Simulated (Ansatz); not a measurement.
# GaH4OSb: one species, many methods

How much do the methods differ for GaH4OSb? The plan is to run it at one geometry with functionals of several rungs and with coupled cluster, and see how far each lands from CCSD(T) at the basis-set limit for the atomisation energy.

The runs use Ansatz 0.2.0, Gaussian basis; functionals in def2-TZVPP, the program's frozen cores in correlated methods.

Levels to be run: LDA (SPW92), PBE-D4, revPBE-D4, BLYP-D4, r2SCAN-D4, B97M-V, PBE0-D4, B3LYP-D4, r2SCANh-D4, r2SCAN0-D4, HSE06-D4, BHLYP-D4, CAM-B3LYP-D4, LC-ωPBE, ωB97X-V, ωB97M-V, B2PLYP, PBE-QIDH; CCSD(T)/def2-SVP; CCSD(T)/def2-TZVPP; MP2/def2-QZVPP; extrapolation to the limit; RPA on PBE.

## Step 1: The relaxed structure

An earlier PBE0-D4 in a triple-zeta def2 set relaxation fixed the geometry. Sb takes the def2 core potential; no spin-orbit term is included.

SMILES `[GaH2][O][SbH2]`, 7 atoms, charge 0, spin multiplicity 1.

Atoms are counted from 1 here; the program's logs count them from 0.

Bond lengths: Ga1–O2 1.785 Å, Ga1–H4 1.565 Å, Ga1–H5 1.559 Å, O2–Sb3 1.955 Å, Sb3–H6 1.723 Å, Sb3–H7 1.725 Å. Angles: O2–Ga1–H4 116.7°, O2–Ga1–H5 114.3°, H4–Ga1–H5 129.0°, Ga1–O2–Sb3 130.9°, O2–Sb3–H6 96.6°, O2–Sb3–H7 97.2°, H6–Sb3–H7 89.5°.

As a file:

```xyz
7
charge 0, multiplicity 1
Ga   -1.14260    0.31839   -0.88416
O     0.54622    0.76748   -0.51839
Sb    1.87808   -0.08727    0.62888
H    -1.66793   -1.01319   -0.25129
H    -1.88598    1.32217   -1.81766
H     1.14355    0.33142    2.13042
H     1.12865   -1.63900    0.71220
```

## Step 2: LDA

This LDA is Slater exchange with PW92 correlation.

The input, in.yaml:

```yaml
crystal:
  periodic: [false, false, false]
  atoms:
    - {symbol: Ga, position_ang: [-1.142604, 0.318390, -0.884159]}
    - {symbol: O, position_ang: [0.546224, 0.767475, -0.518390]}
    - {symbol: Sb, position_ang: [1.878076, -0.087267, 0.628878]}
    - {symbol: H, position_ang: [-1.667926, -1.013186, -0.251293]}
    - {symbol: H, position_ang: [-1.885983, 1.322167, -1.817659]}
    - {symbol: H, position_ang: [1.143554, 0.331420, 2.130419]}
    - {symbol: H, position_ang: [1.128647, -1.638999, 0.712204]}
basis:
  gaussian: {orbitals: def2-TZVPP}
hamiltonian: {xc: lda}
output: {orbitals: {seedname: orbitals}}
```

The run is started by

```sh
$ ansatz run in.yaml --threads 2 --pin off --events-out ev --progress --plain --max-ram 4352MiB
```

Further steps of the session: PBE-D4 (GGA); revPBE-D4 (GGA); BLYP-D4 (GGA); r2SCAN-D4 (meta-GGA); B97M-V (meta-GGA); PBE0-D4 (hybrid); B3LYP-D4 (hybrid); r2SCANh-D4 (hybrid); r2SCAN0-D4 (hybrid); HSE06-D4 (hybrid); BHLYP-D4 (hybrid); CAM-B3LYP-D4 (range-separated); LC-ωPBE (range-separated); ωB97X-V (range-separated); ωB97M-V (range-separated); B2PLYP (double hybrid); PBE-QIDH (double hybrid); CCSD(T) in def2-SVP; CCSD(T) in def2-TZVPP; MP2 in def2-QZVPP; RPA on PBE orbitals.

Q: Predict the results of all the runs planned. Wanted: atomisation energy, CCSD(T)/CBS; farthest beyond LDA; mean size of error, GGA; mean size of error, meta-GGA; mean size of error, hybrid; mean size of error, range-separated; mean size of error, double hybrid; gap, smallest and largest; T1 diagnostic.

**Answer**, as computed:

| quantity | value |
| --- | --- |
| atomisation energy, CCSD(T)/CBS | 421.5 kcal/mol |
| functionals within 4.2 kcal/mol (1.0 %) | PBE-D4, BLYP-D4, CAM-B3LYP-D4, ωB97X-V |
| farthest beyond LDA | BHLYP-D4 (-20.5 kcal/mol) |
| mean size of error, GGA | 7.2 kcal/mol |
| mean size of error, meta-GGA | 5.5 kcal/mol |
| mean size of error, hybrid | 13.9 kcal/mol |
| mean size of error, range-separated | 5.9 kcal/mol |
| mean size of error, double hybrid | 13.6 kcal/mol |
| gap, smallest and largest | 3.99 eV (LDA (SPW92)), 10.57 eV (LC-ωPBE) |
| T1 diagnostic | 0.0160 |
| triples share of the correlation energy | 3.4 % |

What this shows: LDA overbinds by 64.7 kcal/mol (15 %). PBE-D4 misses by -3.6 kcal/mol. Double hybrids carry the basis error of their MP2 part in triple zeta, and no dispersion term here, so their miss is partly the set-up's. By mean error the best rung here is meta-GGA (5.5 kcal/mol) and the worst beyond LDA is hybrid (13.9 kcal/mol). The gap between the best rungs is small, so their order is not settled. The mean of the hybrids holds BHLYP, with half exact exchange. Misses under about 4.2 kcal/mol are within the doubt on the reference itself, which lacks core-valence correlation, spin-orbit coupling and higher excitations, and its outer-core shells are covered unevenly. All levels share the lack of spin-orbit coupling, which lowers the free heavy atoms and so the true binding. Hartree-Fock recovers 63 % of the binding; the rest is correlation. CCSD(T) in def2-SVP is off by -43.5 kcal/mol, which most functionals beat. The gap grows from 4.0 to 10.6 eV across the functionals, mostly with the share of exact exchange. Correlated methods include outer-core shells of Ga, Sb, which these sets cover unevenly.
